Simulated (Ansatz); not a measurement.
# C2H9NSi: the cost of one run

Computed with Ansatz 0.2.0, Gaussian basis. Level: the settings change from run to run.

**1. The geometry**

The structure was relaxed beforehand with PBE0-D4 in a triple-zeta def2 set.

SMILES `CNC[SiH3]`, 13 atoms, charge 0, spin multiplicity 1.

Atoms are counted from 1 here; the program's logs count them from 0.

Bond lengths: C1–N2 1.446 Å, C1–H5 1.092 Å, C1–H6 1.103 Å, C1–H7 1.094 Å, N2–C3 1.449 Å, N2–H8 1.012 Å, C3–Si4 1.882 Å, C3–H9 1.106 Å, C3–H10 1.097 Å, Si4–H11 1.488 Å, Si4–H12 1.485 Å, Si4–H13 1.490 Å. Angles: N2–C1–H5 109.9°, N2–C1–H6 113.7°, N2–C1–H7 109.4°, H5–C1–H6 108.5°, H5–C1–H7 107.7°, H6–C1–H7 107.5°, C1–N2–C3 113.4°, C1–N2–H8 109.9°, C3–N2–H8 110.1°, N2–C3–Si4 110.9°, N2–C3–H9 113.7°, N2–C3–H10 108.7°, Si4–C3–H9 110.0°, Si4–C3–H10 107.5°, H9–C3–H10 105.7°, C3–Si4–H11 110.0°, C3–Si4–H12 111.1°, C3–Si4–H13 109.3° and more.

Geometry (Å):

```mol
C2H9NSi
  3D, bonds by distance, orders not assigned

 13 12  0  0  0  0  0  0  0  0999 V2000
   -0.8599    1.8306    0.1445 C   0  0
   -0.7102    0.3975    0.2690 N   0  0
    0.5161   -0.1066   -0.3162 C   0  0
    0.6325   -1.9758   -0.1268 Si  0  0
   -1.7677    2.1549    0.6575 H   0  0
   -0.0074    2.4023    0.5481 H   0  0
   -0.9633    2.0952   -0.9115 H   0  0
   -0.7663    0.1290    1.2429 H   0  0
    1.4295    0.3713    0.0845 H   0  0
    0.5105    0.1157   -1.3905 H   0  0
    1.9713   -2.4503   -0.5710 H   0  0
   -0.4179   -2.6603   -0.9232 H   0  0
    0.4532   -2.3384    1.3076 H   0  0
  1  2  8  0
  2  3  8  0
  3  4  8  0
  1  5  8  0
  1  6  8  0
  1  7  8  0
  2  8  8  0
  3  9  8  0
  3 10  8  0
  4 11  8  0
  4 12  8  0
  4 13  8  0
M  END
```

**2. PBE0-DH/cc-pVTZ**

Set apart from the defaults: charge +1, multiplicity 2, coordinates scaled by 0.96.

The input, in.yaml:

```yaml
crystal:
  periodic: [false, false, false]
  atoms:
    - {symbol: C, position_ang: [-0.825478, 1.757386, 0.138724]}
    - {symbol: N, position_ang: [-0.681830, 0.381607, 0.258238]}
    - {symbol: C, position_ang: [0.495451, -0.102317, -0.303508]}
    - {symbol: Si, position_ang: [0.607167, -1.896793, -0.121724]}
    - {symbol: H, position_ang: [-1.696970, 2.068721, 0.631245]}
    - {symbol: H, position_ang: [-0.007082, 2.306171, 0.526213]}
    - {symbol: H, position_ang: [-0.924729, 2.011399, -0.875026]}
    - {symbol: H, position_ang: [-0.735642, 0.123803, 1.193157]}
    - {symbol: H, position_ang: [1.372287, 0.356481, 0.081090]}
    - {symbol: H, position_ang: [0.490042, 0.111046, -1.334908]}
    - {symbol: H, position_ang: [1.892404, -2.352250, -0.548206]}
    - {symbol: H, position_ang: [-0.401201, -2.553908, -0.886256]}
    - {symbol: H, position_ang: [0.435071, -2.244850, 1.255264]}
basis:
  gaussian: {orbitals: cc-pVTZ}
total_charge: 1
magnetization: {spin_polarized: true, initial_magnetization: 1}
hamiltonian: {xc: {name: PBE0-DH}}
```

On the command line:

```
$ ansatz run in.yaml --threads 4 --pin off --events-out ev --progress --plain --max-ram 10444MiB
```

Q: Estimate wall time and peak memory on 4 threads of AMD EPYC 7B13, shared host.

About 13 s, with a peak of 1.1 GiB.
